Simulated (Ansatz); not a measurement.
The system is Ta4NiO11.

```
Ta Ni O
1.0
     4.77089    0.00000    0.00513
     0.00000    5.82454    0.00000
    -1.98628    0.00000    7.25051
Ta Ni O
4 1 11
Direct
  0.61339 0.50000 0.76042
  0.38661 0.50000 0.23958
  0.16615 0.00000 0.79875
  0.83385 0.00000 0.20125
  0.50000 0.00000 0.50000
  0.33278 0.79913 0.65053
  0.66722 0.79913 0.34947
  0.90047 0.25786 0.80718
  0.09953 0.25786 0.19282
  0.66722 0.20087 0.34947
  0.33278 0.20087 0.65053
  0.09953 0.74214 0.19282
  0.90047 0.74214 0.80718
  0.50000 0.50000 0.00000
  0.50000 0.00000 0.00000
  0.50000 0.50000 0.50000
```

The cell was built by a generator and needn't be a form met in nature.

Base run:

- Program: Ansatz 0.2.0
- Functional: PBE
- Potentials or basis: Ansatz PAW
- Cutoff: 420 eV (not typed: the program's choice for these potentials)
- k mesh: 6 × 5 × 4
- Occupations: fermi-dirac, width 0.05 eV
- Spin: collinear spin, ferromagnetic start
- Starting moments: [0.0, 0.0, 0.0, 0.0, 1.0, 0.0, 0.0, 0.0, 0.0, 0.0, 0.0, 0.0, 0.0, 0.0, 0.0, 0.0] μB
- Hubbard terms: Ni d U = 6 eV, Ta d U = 6 eV

Its results: band gap on the k mesh 2.66 eV, indirect (least direct gap 2.69 eV); pressure 4.2 GPa; net moment 0.00 μB per cell; largest force 0.756 eV/Å.

Task: The run is repeated on the same cell with these changes: hubbard terms from Ni d U = 6 eV, Ta d U = 6 eV to Ni d U = 2 eV, Ta d U = 2 eV. What comes out?

Result: Band gap on the k mesh 1.74 eV, indirect (least direct gap 1.92 eV); pressure 1.2 GPa; net moment 0.00 μB per cell; largest force 0.268 eV/Å.

Caveats: the magnetic or orbital state may not be the lowest; odd divisions of the mesh miss points on the zone boundary, where band edges often lie, so the gap on the mesh can be too wide; spin-orbit coupling is left out, which moves the levels of the heavy elements; the density of states is complete only up to the lowest level of the last band computed; the starting moments weren't kept.

A k mesh can miss the band edges.
